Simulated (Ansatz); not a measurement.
Write the native input for Ansatz 0.2.0 that does the following.

* Task: single point
* Functional: PBE
* Potentials or basis: all-electron LAPW, scalar-relativistic
* Cutoff: 248 eV (chosen from the basis error)
* Basis error allowed: 0.002 eV/atom
* k mesh: 10 × 10 × 1
* Occupations: fermi-dirac, width 0.05 eV
* Spin: no spin polarisation

Pd, a slab with vacuum:

```
CELL_PARAMETERS angstrom
2.75050 0.00000 0.00000
0.00000 2.75050 0.00000
0.00000 0.00000 24.72450
ATOMIC_POSITIONS crystal
Pd 0.50000 0.50000 0.30334
Pd 0.00000 0.00000 0.38201
Pd 0.50000 0.50000 0.46067
Pd 0.00000 0.00000 0.53933
Pd 0.50000 0.50000 0.61799
Pd 0.00000 0.00000 0.69666
```

The slab is cut from a database's or a generator's crystal, which needn't be the stable form of the element.

These files were run (other wordings do the same):

input.yaml

```yaml
crystal:
  lattice:
    - [2.7505039575, 0.0, 0.0]
    - [0.0, 2.7505039575, 0.0]
    - [0.0, 0.0, 24.7245]
  atoms:
    - { symbol: Pd, position: [0.5, 0.5, 0.3033428381] }
    - { symbol: Pd, position: [0.0, 0.0, 0.3820057028] }
    - { symbol: Pd, position: [0.5, 0.5, 0.4606685676] }
    - { symbol: Pd, position: [0.0, 0.0, 0.5393314324] }
    - { symbol: Pd, position: [0.5, 0.5, 0.6179942972] }
    - { symbol: Pd, position: [0.0, 0.0, 0.6966571619] }
kpoints:
  mp_grid: { grid: [10, 10, 1] }
scf:
  occupations: { method: fermi_dirac, width: 0.05 }
hamiltonian:
  xc: pbe
  pseudopotentials: { kind: all_electron, lapw: { basis_error: 0.002 } }
output:
  forces: true
  stress: true
  eigenvalues: true
```

Potentials or basis: all-electron LAPW, scalar-relativistic.

Command:

```bash
$ ansatz run input.yaml --threads 8 --pin off --max-ram 28672MiB --backend cpu --events-out ev --progress --plain --runs-dir out
```

It gave:

```yaml
Largest_force: 0.219 eV/Å
Band_gap_on_the_k_mesh: none (metal or under the smearing width)
Work_function: 5.08 eV
```

Run time: 37 s on 8 threads of Intel(R) Xeon(R) Processor @ 2.50GHz (Skylake/Cascade Lake), on a shared host, peak memory 1.2 GiB.
